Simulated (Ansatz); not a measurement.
# SiNi: the cost of one run

Program: Ansatz 0.2.0, driven from Python. The levels of theory stand in the script. These are calculated values, not measurements.

### 1 The system

Symmetry: P2_13, No. 198, cubic system. The conventional cell has a = 4.497 Å, b = 4.497 Å, c = 4.497 Å, α = 90.00°, β = 90.00°, γ = 90.00°. Si (site symmetry 3) is surrounded by 7 Ni at 2.23 to 2.47 Å. Ni (site symmetry 3) is surrounded by 7 Si at 2.23 to 2.47 Å.

No structure file is read: the coordinates are typed or built in the script.

### 2 The script

Input file lattice_sini.py:

```python
import ansatz as az
import numpy as np

def edges_and_angles(cell):
    cell = np.asarray(cell)
    a, b, c = np.linalg.norm(cell, axis=1)
    cosines = cell[1] @ cell[2] / (b * c), cell[0] @ cell[2] / (a * c), cell[0] @ cell[1] / (a * b)
    return (a, b, c, *np.degrees(np.arccos(cosines)))


def main() -> None:
    crystal = (
        az.Lattice.of((4.49678, 0.0, 0.0), (0.0, 4.49678, 0.0), (0.0, 0.0, 4.49678))
        .atom('Si', (0.8601, 0.8601, 0.8601))
        .atom('Si', (0.6399, 0.1399, 0.3601))
        .atom('Si', (0.3601, 0.6399, 0.1399))
        .atom('Si', (0.1399, 0.3601, 0.6399))
        .atom('Ni', (0.147, 0.147, 0.147))
        .atom('Ni', (0.353, 0.853, 0.647))
        .atom('Ni', (0.647, 0.353, 0.853))
        .atom('Ni', (0.853, 0.647, 0.353))
        .moments(Ni=1.0)
    )

    setup = (
        crystal.calculation()
        .kpoints(7)
        .occupations('Fermi-Dirac')
        .basis(450)
        .spin('collinear')
        .relax(cell=True)
    )

    levels = [('pbesol', 'none'), ('pbesol', 'd3bj'), ('lda', 'none')]
    print('level            a       b       c    alpha   beta  gamma  V/atom  steps')
    for name, dispersion in levels:
        seen = []
        run = setup.functional(name, dispersion=dispersion).session().plan()
        result = run.execute(on_event=lambda e: seen.append(e) if e['event'] == 'relax_step' else None)
        cell = result.lattice.cell_ang
        label = name if dispersion == 'none' else f'{name}+{dispersion}'
        print('{:13s} {:7.4f} {:7.4f} {:7.4f} {:6.2f} {:6.2f} {:6.2f}'.format(label, *edges_and_angles(cell)), f'{abs(np.linalg.det(cell)) / len(result.lattice.sites):7.3f} {len(seen):5d}')


if __name__ == '__main__':
    main()
```

### 3 Launch

On the command line:

```sh
> python lattice_sini.py
```

**Question.** How long does this script take on 1 thread of Arm Neoverse V1, shared host, and how much memory does it need?

About 11 min, with a peak of 0.56 GiB.
